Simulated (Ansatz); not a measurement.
**BF3 + H2S: a complex and its separated parts**

Aim: how far the complex at one end of a reaction step lies below its separated, relaxed parts, level by level.

The runs use Ansatz 0.2.0, Gaussian basis; PBE0-D4/def2-TZVP structures, single points in def2-TZVPP, no counterpoise correction.

Levels: SPW92, PBE-D4, BLYP-D4, r2SCAN-D4, B97M-V, PBE0-D4, B3LYP-D4, r2SCAN0-D4, BHLYP-D4, CAM-B3LYP-D4, wB97X-V, wB97M-V, B2PLYP, PBE-QIDH, RPA on PBE, Hartree-Fock, MP2, CCSD, CCSD(T).

Cores are frozen in the correlated methods. B3LYP uses VWN-RPA correlation. B2PLYP carries no dispersion term here.

20 further runs of the same task are left out: 20 set aside as unsound or not needed.

### 1 Starting geometry

The complex: 7 atoms, charge 0, spin multiplicity 1.

Atoms are counted from 1 here; the program's logs count them from 0.

Bond lengths: B1–F2 1.319 Å, B1–F3 1.317 Å, B1–F4 1.317 Å, H5–S6 1.342 Å, S6–H7 1.342 Å. Angles: F2–B1–F3 119.5°, F2–B1–F4 119.5°, F3–B1–F4 119.9°, H5–S6–H7 92.4°.

As a file:

```
B    -1.1153   -0.5473    0.0491
F    -0.4179   -1.4474    0.7155
F    -1.3321   -0.7175   -1.2388
F    -1.7777    0.3796    0.7101
H     1.9457    0.1256   -0.7509
S     1.1437    1.1365   -0.3808
H     1.5536    1.0704    0.8958
```

Its parts: BF3 holds atoms 1, 2, 3, 4; H2S holds atoms 5, 6, 7. Each part counts its atoms afresh in its own runs.

### 2 Relaxing BF3 alone

relax-a/in.yaml reads:

```yaml
crystal:
  periodic: [false, false, false]
  atoms:
    - {symbol: B, position_ang: [-1.115312, -0.547306, 0.049141]}
    - {symbol: F, position_ang: [-0.417919, -1.447440, 0.715529]}
    - {symbol: F, position_ang: [-1.332104, -0.717475, -1.238813]}
    - {symbol: F, position_ang: [-1.777745, 0.379644, 0.710051]}
basis:
  gaussian: {orbitals: def2-TZVP}
hamiltonian: {xc: pbe0, dispersion: d4}
relax: {f_tol: 0.005, max_steps: 200}
```

No record of the launch command was kept for these runs.

Output, shortened:

```text
Functional definition: PBE0
  name "PBE0"
  cite "Adamo & Barone, J. Chem. Phys. 110, 6158 (1999) doi:10.1063/1.478522"
  cite "Perdew, Burke & Ernzerhof, Phys. Rev. Lett. 77, 3865 (1996) doi:10.1103/PhysRevLett.77.3865"
  parent pbe
[...]
637 factors; their error is unknown
[...]
mean field -8827.04085052 eV, -324.3877680734 hartree, gradient 1.5e-5 eV, S^2 0.000000; 0 other end points of the search recorded, 0 dependent functions left out
[...]
reference -8827.04087373 eV, -324.3877689264 hartree; 16, 16 occupied and 108, 108 virtual orbitals, 637 factors
relax step   1: F+E_penalty+E_count = -8827.07380787 eV  Δ(F+E_penalty+E_count) = +0.000e0 eV  max|allowed force component| = 9.493e-1 eV/Å  Δτ_max = 0.0000 Å  (22 SCF iters, accepted)
[...]
relax step   4: F+E_penalty+E_count = -8827.12537409 eV  Δ(F+E_penalty+E_count) = -5.629e-6 eV  max|allowed force component| = 5.820e-3 eV/Å  Δτ_max = 0.0007 Å  (18 SCF iters, accepted)
[...]
relax step   5: F+E_penalty+E_count = -8827.12537569 eV  Δ(F+E_penalty+E_count) = -1.604e-6 eV  max|allowed force component| = 5.875e-5 eV/Å  Δτ_max = 0.0002 Å  (17 SCF iters, accepted)
637 factors; their error is unknown
mean field -8827.09240403 eV, -324.3896626299 hartree, gradient 3.6e-5 eV, S^2 0.000000; 1 other end points of the search recorded, 0 dependent functions left out
[...]
reference -8827.09242728 eV, -324.3896634846 hartree; 16, 16 occupied and 108, 108 virtual orbitals, 637 factors
Total energy: -8827.12539895 eV, -324.3908751708 hartree
Atom 0 at    -1.160769    -0.583146     0.058978 Å, force    -0.000050     0.000059    -0.000041 eV/Å
Atom 1 at    -0.404786    -1.433462     0.710590 Å, force     0.000035    -0.000040     0.000030 eV/Å
Atom 2 at    -1.316838    -0.704302    -1.237214 Å, force     0.000007    -0.000010     0.000003 eV/Å
Atom 3 at    -1.760687     0.388333     0.703555 Å, force     0.000007    -0.000009     0.000007 eV/Å
Dipole moment:     0.000003    -0.000004     0.000003 e Å
```

Wall time 3 s (4 threads, shared host); peak memory 0.2 GiB.

Relaxation path: (the energy doesn't fall at every step)

| step | energy from step 1 (eV) | largest force component (eV/Å) |
| --- | --- | --- |
| 1 | 0.0000 | 0.9493 |
| 2 | 0.2490 | 2.5460 |
| 3 | -0.0516 | 0.0131 |
| 4 | -0.0516 | 0.0058 |
| 5 | -0.0516 | 0.0001 |

Distances of close pairs at the start and the end, largest changes first:

| bond | before (Å) | after (Å) | change (Å) |
| --- | --- | --- | --- |
| B1–F2 | 1.319 | 1.311 | -0.008 |
| B1–F4 | 1.317 | 1.311 | -0.006 |
| B1–F3 | 1.317 | 1.311 | -0.006 |

### 3 Relaxing H2S alone

relax-b/in.yaml reads:

```yaml
crystal:
  periodic: [false, false, false]
  atoms:
    - {symbol: H, position_ang: [1.945675, 0.125636, -0.750884]}
    - {symbol: S, position_ang: [1.143697, 1.136511, -0.380800]}
    - {symbol: H, position_ang: [1.553606, 1.070429, 0.895776]}
basis:
  gaussian: {orbitals: def2-TZVP}
hamiltonian: {xc: pbe0, dispersion: d4}
relax: {f_tol: 0.005, max_steps: 200}
```

Output, shortened:

```text
[... 5 set-up lines as earlier in the session ...]
[...]
359 factors; their error is unknown
[...]
mean field -10864.45042020 eV, -399.2611887532 hartree, gradient 4.9e-5 eV, S^2 0.000000; 0 other end points of the search recorded, 0 dependent functions left out
[...]
reference -10864.45043671 eV, -399.2611893600 hartree; 9, 9 occupied and 40, 40 virtual orbitals, 359 factors
relax step   1: F+E_penalty+E_count = -10864.46259981 eV  Δ(F+E_penalty+E_count) = +0.000e0 eV  max|allowed force component| = 2.940e-2 eV/Å  Δτ_max = 0.0000 Å  (21 SCF iters, accepted)
[...]
relax step   2: F+E_penalty+E_count = -10864.46263830 eV  Δ(F+E_penalty+E_count) = -3.848e-5 eV  max|allowed force component| = 1.052e-2 eV/Å  Δτ_max = 0.0018 Å  (17 SCF iters, accepted)
[...]
relax step   3: F+E_penalty+E_count = -10864.46264260 eV  Δ(F+E_penalty+E_count) = -4.300e-6 eV  max|allowed force component| = 1.354e-3 eV/Å  Δτ_max = 0.0003 Å  (17 SCF iters, accepted)
359 factors; their error is unknown
[...]
mean field -10864.45046297 eV, -399.2611903250 hartree, gradient 3.7e-5 eV, S^2 0.000000; 1 other end points of the search recorded, 0 dependent functions left out
[...]
reference -10864.45047948 eV, -399.2611909318 hartree; 9, 9 occupied and 40, 40 virtual orbitals, 359 factors
Total energy: -10864.46265911 eV, -399.2616385249 hartree
Atom 0 at     1.945410     0.126433    -0.749256 Å, force    -0.000780     0.000853    -0.000065 eV/Å
Atom 1 at     1.143491     1.136696    -0.380949 Å, force     0.001354    -0.001201     0.001022 eV/Å
Atom 2 at     1.554077     1.069448     0.894298 Å, force    -0.000574     0.000348    -0.000957 eV/Å
Dipole moment:     0.157907    -0.140326     0.118113 e Å
```

Run time: 0.55 s. Hardware: 4 threads, shared host.

Relaxation path:

| step | energy from step 1 (eV) | largest force component (eV/Å) |
| --- | --- | --- |
| 1 | 0.0000 | 0.0294 |
| 2 | 0.0000 | 0.0105 |
| 3 | 0.0000 | 0.0014 |

Close pairs (by a distance rule), those that changed most:

| bond | before (Å) | after (Å) | change (Å) |
| --- | --- | --- | --- |
| S2–H3 | 1.342 | 1.341 | -0.001 |
| H1–S2 | 1.342 | 1.341 | -0.001 |

### 4 wB97M-V/def2-TZVPP

parta/in.yaml reads:

```yaml
crystal:
  periodic: [false, false, false]
  atoms:
    - {symbol: B, position_ang: [-1.160769, -0.583146, 0.058978]}
    - {symbol: F, position_ang: [-0.404786, -1.433462, 0.710590]}
    - {symbol: F, position_ang: [-1.316838, -0.704302, -1.237214]}
    - {symbol: F, position_ang: [-1.760687, 0.388333, 0.703555]}
basis:
  gaussian: {orbitals: def2-TZVPP}
hamiltonian: {xc: {name: wB97M-V}}
```

partb/in.yaml reads:

```yaml
crystal:
  periodic: [false, false, false]
  atoms:
    - {symbol: H, position_ang: [1.945410, 0.126433, -0.749256]}
    - {symbol: S, position_ang: [1.143491, 1.136696, -0.380949]}
    - {symbol: H, position_ang: [1.554077, 1.069448, 0.894298]}
basis:
  gaussian: {orbitals: def2-TZVPP}
hamiltonian: {xc: {name: wB97M-V}}
```

Output in parta, shortened:

```text
Functional definition: wB97M-V
  name "wB97M-V"
  cite "Mardirossian & Head-Gordon, J. Chem. Phys. 144, 214110 (2016) doi:10.1063/1.4952647"
  cite "Becke, J. Chem. Phys. 107, 8554 (1997) doi:10.1063/1.475007"
  cite "Vydrov & Van Voorhis, J. Chem. Phys. 133, 244103 (2010) doi:10.1063/1.3521275"
  # Of w^i u^j: cxij and so on, Table III.
[...]
  gx(w, u) = 1 - cx + cx01*u + cx10*w
  gss(w, u) = css00 + css04*u^4 + css10*w + css20*w^2 + css43*w^4*u^3
  gos(w, u) = cos00 + cos10*w + (cos20 + cos21*u)*w^2 + (cos60 + cos61*u)*w^6
[...]
      + integral(e_c_pw_mod_opposite_spin*gos(b97_w_opposite, b97_u_opposite)) + vv10(b, c)
637 factors; their error is unknown
127 factors; integrals over basis functions are off by at most 1.2e-5 eV
[...]
mean field -8833.75231633 eV, -324.6344098927 hartree, gradient 2.9e-5 eV, S^2 0.000000; 0 other end points of the search recorded, 0 dependent functions left out
reference -8833.75235556 eV, -324.6344113345 hartree; 16, 16 occupied and 108, 108 virtual orbitals, 637 factors
Total energy: -8833.75235556 eV, -324.6344113345 hartree
```

partb printed, shortened:

```text
[... 5 set-up lines as earlier in the session ...]
  # Of w^i u^j: cxij and so on, Table III.
[...]
  gx(w, u) = 1 - cx + cx01*u + cx10*w
  gss(w, u) = css00 + css04*u^4 + css10*w + css20*w^2 + css43*w^4*u^3
  gos(w, u) = cos00 + cos10*w + (cos20 + cos21*u)*w^2 + (cos60 + cos61*u)*w^6
[...]
      + integral(e_c_pw_mod_opposite_spin*gos(b97_w_opposite, b97_u_opposite)) + vv10(b, c)
409 factors; their error is unknown
87 factors; integrals over basis functions are off by at most 4.4e-5 eV
[...]
mean field -10867.51055865 eV, -399.3736467671 hartree, gradient 7.8e-6 eV, S^2 0.000000; 0 other end points of the search recorded, 0 dependent functions left out
reference -10867.51058682 eV, -399.3736478024 hartree; 9, 9 occupied and 61, 61 virtual orbitals, 409 factors
Total energy: -10867.51058682 eV, -399.3736478024 hartree
```

They took 1.2 s (parta), 0.5 s (partb) on 4 threads, shared host; peak memory 0.23 GiB.

### 5 CCSD(T)/def2-TZVPP

The same edit goes into each in.yaml of step 4 (parta, partb):

```diff
-hamiltonian: {xc: {name: wB97M-V}}
+correlation: {method: ccsd_t}
```

Log of parta, shortened:

```text
Functional definition: HF
  name "HF"
  cite "Fock, Z. Phys. 61, 126 (1930) doi:10.1007/BF01340294"
[... 1 set-up line as earlier in the session ...]
[...]
829 factors; integrals over basis functions are off by at most 1.7e-3 eV
[...]
mean field -8798.63783292 eV, -323.3439764289 hartree, gradient 2.8e-6 eV, S^2 0.000000; 0 other end points of the search recorded, 0 dependent functions left out
4 core orbitals not correlated: weight in the atoms' cores, before any rotation towards them, 1.000 or more for the frozen orbitals, at most 0.000 for the correlated occupied ones
reference -8798.63783292 eV, -323.3439764289 hartree; 12, 12 occupied and 108, 108 virtual orbitals, 829 factors
second order -22.67814672 eV of doubles, -0.00000000 eV of singles
cycle   1  -22.25934309 eV  change    4.2e-1 eV  update   8.8e-2
[...]
cycle   9  -22.72982736 eV  change   -1.2e-6 eV  update   4.0e-6
perturbative correction -0.64279232 eV, -0.0236221819 hartree
Total energy: -8822.01045260 eV, -324.2029043595 hartree
```

Output in partb, shortened:

```text
[... 4 set-up lines as earlier in the session ...]
[...]
386 factors; integrals over basis functions are off by at most 7.9e-4 eV
[...]
mean field -10849.38774965 eV, -398.7076458205 hartree, gradient 1.3e-6 eV, S^2 0.000000; 0 other end points of the search recorded, 0 dependent functions left out
5 core orbitals not correlated: weight in the atoms' cores, before any rotation towards them, 1.000 or more for the frozen orbitals, at most 0.000 for the correlated occupied ones
reference -10849.38774965 eV, -398.7076458205 hartree; 4, 4 occupied and 61, 61 virtual orbitals, 386 factors
second order -5.20094001 eV of doubles, -0.00000000 eV of singles
cycle   1  -5.68440920 eV  change   -4.8e-1 eV  update   4.9e-2
[...]
cycle   8  -5.86292962 eV  change    2.5e-6 eV  update   5.9e-6
perturbative correction -0.21793331 eV, -0.0080089014 hartree
Total energy: -10855.46861258 eV, -398.9311134116 hartree
```

Times: 2 s (parta), 0.3 s (partb) on 4 threads, shared host; peak memory 0.51 GiB.

### 6 Vibrations of BF3

vib-parta/in.yaml reads:

```yaml
crystal:
  periodic: [false, false, false]
  atoms:
    - {symbol: B, position_ang: [-1.160769, -0.583146, 0.058978]}
    - {symbol: F, position_ang: [-0.404786, -1.433462, 0.710590]}
    - {symbol: F, position_ang: [-1.316838, -0.704302, -1.237214]}
    - {symbol: F, position_ang: [-1.760687, 0.388333, 0.703555]}
basis:
  gaussian: {orbitals: def2-TZVP}
hamiltonian: {xc: pbe0, dispersion: d4}
phonons: {temperatures: {t_min: 298.15, t_max: 900, t_step: 200}}
```

Output, shortened:

```text
[... 5 set-up lines as earlier in the session ...]
[...]
637 factors; their error is unknown
[...]
mean field -8827.09240403 eV, -324.3896626299 hartree, gradient 1.1e-5 eV, S^2 0.000000; 0 other end points of the search recorded, 0 dependent functions left out
[...]
reference -8827.09242728 eV, -324.3896634845 hartree; 16, 16 occupied and 108, 108 virtual orbitals, 637 factors
[...]
637 factors; their error is unknown
[...]
mean field -8827.09224772 eV, -324.3896568858 hartree, gradient 5.8e-7 eV, S^2 0.000000; 0 other end points of the search recorded, 0 dependent functions left out
[...]
reference -8827.09227098 eV, -324.3896577405 hartree; 16, 16 occupied and 108, 108 virtual orbitals, 637 factors
[...]
reference -8827.09234841 eV, -324.3896605859 hartree; 16, 16 occupied and 108, 108 virtual orbitals, 637 factors
[...]
637 factors; their error is unknown
[...]
mean field -8827.09232948 eV, -324.3896598902 hartree, gradient 5.9e-7 eV, S^2 0.000000; 0 other end points of the search recorded, 0 dependent functions left out
[...]
reference -8827.09235273 eV, -324.3896607447 hartree; 16, 16 occupied and 108, 108 virtual orbitals, 637 factors
Total energy: -8827.12539895 eV, -324.3908751708 hartree
Atom 0 at    -1.160769    -0.583146     0.058978 Å, force    -0.000037     0.000042    -0.000032 eV/Å
Atom 1 at    -0.404786    -1.433462     0.710590 Å, force     0.000033    -0.000037     0.000028 eV/Å
Atom 2 at    -1.316838    -0.704302    -1.237214 Å, force     0.000004    -0.000006    -0.000004 eV/Å
Atom 3 at    -1.760687     0.388333     0.703555 Å, force     0.000001     0.000001     0.000008 eV/Å
Dipole moment:     0.000003    -0.000003     0.000002 e Å
Vibrations: 474.94 474.97 690.28 896.73 1487.02 1487.20 cm⁻¹, zero-point energy 0.341646 eV
```

It took 4 s on 4 threads, shared host; peak memory 0.2 GiB.

The modes, with what each moves most:

| mode | wavenumber (cm⁻¹) | character |
| --- | --- | --- |
| 1 | 475 | bend |
| 2 | 475 | bend |
| 3 | 690 | out-of-plane bend |
| 4 | 897 | B–F stretch |
| 5 | 1487 | B–F stretch |
| 6 | 1487 | B–F stretch |

Vibrational sums (real modes only):

| T (K) | entropy (J/mol/K) | heat capacity (J/mol/K) |
| --- | --- | --- |
| 298 | 8.1 | 17.2 |
| 498 | 20.1 | 29.5 |
| 698 | 31.3 | 36.7 |
| 898 | 41.1 | 41.0 |

### 7 Vibrations of H2S

vib-partb/in.yaml reads:

```yaml
crystal:
  periodic: [false, false, false]
  atoms:
    - {symbol: H, position_ang: [1.945410, 0.126433, -0.749256]}
    - {symbol: S, position_ang: [1.143491, 1.136696, -0.380949]}
    - {symbol: H, position_ang: [1.554077, 1.069448, 0.894298]}
basis:
  gaussian: {orbitals: def2-TZVP}
hamiltonian: {xc: pbe0, dispersion: d4}
phonons: {temperatures: {t_min: 298.15, t_max: 900, t_step: 200}}
```

Output, shortened:

```text
[... 5 set-up lines as earlier in the session ...]
[...]
359 factors; their error is unknown
[...]
mean field -10864.45046297 eV, -399.2611903251 hartree, gradient 4.8e-5 eV, S^2 0.000000; 0 other end points of the search recorded, 0 dependent functions left out
[...]
reference -10864.45047948 eV, -399.2611909318 hartree; 9, 9 occupied and 40, 40 virtual orbitals, 359 factors
[...]
359 factors; their error is unknown
[...]
mean field -10864.45038131 eV, -399.2611873241 hartree, gradient 6.2e-7 eV, S^2 0.000000; 0 other end points of the search recorded, 0 dependent functions left out
[...]
reference -10864.45039783 eV, -399.2611879311 hartree; 9, 9 occupied and 40, 40 virtual orbitals, 359 factors
[...]
mean field -10864.45040757 eV, -399.2611882893 hartree, gradient 5.3e-7 eV, S^2 0.000000; 0 other end points of the search recorded, 0 dependent functions left out
[...]
reference -10864.45042407 eV, -399.2611888957 hartree; 9, 9 occupied and 40, 40 virtual orbitals, 359 factors
[...]
359 factors; their error is unknown
mean field -10864.45039786 eV, -399.2611879325 hartree, gradient 7.0e-7 eV, S^2 0.000000; 0 other end points of the search recorded, 0 dependent functions left out
[...]
reference -10864.45041438 eV, -399.2611885395 hartree; 9, 9 occupied and 40, 40 virtual orbitals, 359 factors
Total energy: -10864.46265911 eV, -399.2616385250 hartree
Atom 0 at     1.945410     0.126433    -0.749256 Å, force    -0.000780     0.000853    -0.000062 eV/Å
Atom 1 at     1.143491     1.136696    -0.380949 Å, force     0.001349    -0.001199     0.001009 eV/Å
Atom 2 at     1.554077     1.069448     0.894298 Å, force    -0.000569     0.000345    -0.000947 eV/Å
Dipole moment:     0.157906    -0.140326     0.118112 e Å
Vibrations: 1209.10 2724.08 2739.37 cm⁻¹, zero-point energy 0.413645 eV
```

Run time: 0.7 s. Hardware: 4 threads, shared host.

The modes, with what each moves most:

| mode | wavenumber (cm⁻¹) | character |
| --- | --- | --- |
| 1 | 1209 | bend |
| 2 | 2724 | S–H stretch |
| 3 | 2739 | S–H stretch |

Vibrational sums (real modes only):

| T (K) | entropy (J/mol/K) | heat capacity (J/mol/K) |
| --- | --- | --- |
| 298 | 0.2 | 0.8 |
| 498 | 1.2 | 3.7 |
| 698 | 3.0 | 7.0 |
| 898 | 5.1 | 10.2 |

### 8 Complex less separated parts

The complex's own energies come from single points at the same levels. Levels not printed above were run the same way.

Rows are in def2-TZVPP; times add the 3 runs of a level on a shared host, so small differences are noise.

Differences are taken before rounding.

| method | rung | complex less parts (kJ/mol) | from CCSD(T) (kJ/mol) | time |
| --- | --- | --- | --- | --- |
| SPW92 | LDA | -32.2 | -17.3 | 1 s |
| PBE-D4 | GGA | -21.3 | -6.4 | 1.5 s |
| BLYP-D4 | GGA | -19.1 | -4.2 | 1.6 s |
| r2SCAN-D4 | meta-GGA | -20.6 | -5.7 | 2.9 s |
| B97M-V | meta-GGA | -17.3 | -2.4 | 4.7 s |
| PBE0-D4 | hybrid | -19.6 | -4.7 | 2 s |
| B3LYP-D4 | hybrid | -18.5 | -3.6 | 2.1 s |
| r2SCAN0-D4 | hybrid | -19.7 | -4.8 | 3.5 s |
| BHLYP-D4 | hybrid | -18.3 | -3.4 | 2 s |
| CAM-B3LYP-D4 | range-separated hybrid | -18.2 | -3.3 | 2.5 s |
| wB97X-V | range-separated hybrid | -18.1 | -3.2 | 5.1 s |
| wB97M-V | range-separated hybrid | -19.2 | -4.3 | 5.3 s |
| B2PLYP | double hybrid | -11.7 | +3.2 | 3.5 s |
| PBE-QIDH | double hybrid | -15.3 | -0.4 | 3.6 s |
| RPA on PBE | RPA | -12.6 | +2.3 | 3.2 s |
| Hartree-Fock | wavefunction | -0.8 | +14.1 |  |
| MP2 | wavefunction | -15.3 | -0.5 |  |
| CCSD | wavefunction | -12.5 | +2.4 |  |
| CCSD(T) | wavefunction | -14.9 | 0 | 23 s |

Among the levels timed on like hardware and quicker than the yardstick, those that no quicker one beats, quickest first: SPW92 (1 s, -17.3 kJ/mol); PBE-D4 (1.5 s, -6.4 kJ/mol); BLYP-D4 (1.6 s, -4.2 kJ/mol); BHLYP-D4 (2 s, -3.4 kJ/mol); CAM-B3LYP-D4 (2.5 s, -3.3 kJ/mol); RPA on PBE (3.2 s, +2.3 kJ/mol); PBE-QIDH (3.6 s, -0.4 kJ/mol).

For cost: PBE-QIDH gets within 0.4 kJ/mol in 3.6 s, where CCSD(T) took 23 s; the quickest level in the cost chart, SPW92, takes 1 s and misses by 17.3 kJ/mol.

The complex's zero-point energy, from a separate PBE0-D4 run, is 0.800 eV.

### 9 Results

| quantity | value |
| --- | --- |
| complex less parts, CCSD(T)/def2-TZVPP | -14.9 kJ/mol |
| with zero-point energy | -10.5 kJ/mol |
| largest T1 diagnostic | 0.012 |

At CCSD(T) the complex lies 14.9 kJ/mol below its parts. The functionals run from PBE-QIDH, off by -0.4 kJ/mol, to SPW92, off by -17.3 kJ/mol, against CCSD(T). Mean unsigned error by rung: LDA 17.3, GGA 5.3, meta-GGA 4.1, hybrid 4.1, range-separated hybrid 3.6, double hybrid 1.8 kJ/mol. PBE-D4 gives a relative energy 6.4 kJ/mol too low, outside chemical accuracy (1 kcal/mol, 4.2 kJ/mol). No counterpoise was applied, and triple zeta lacks some correlation, so the CCSD(T) reference has a basis error of its own, and close matches with it are partly luck.
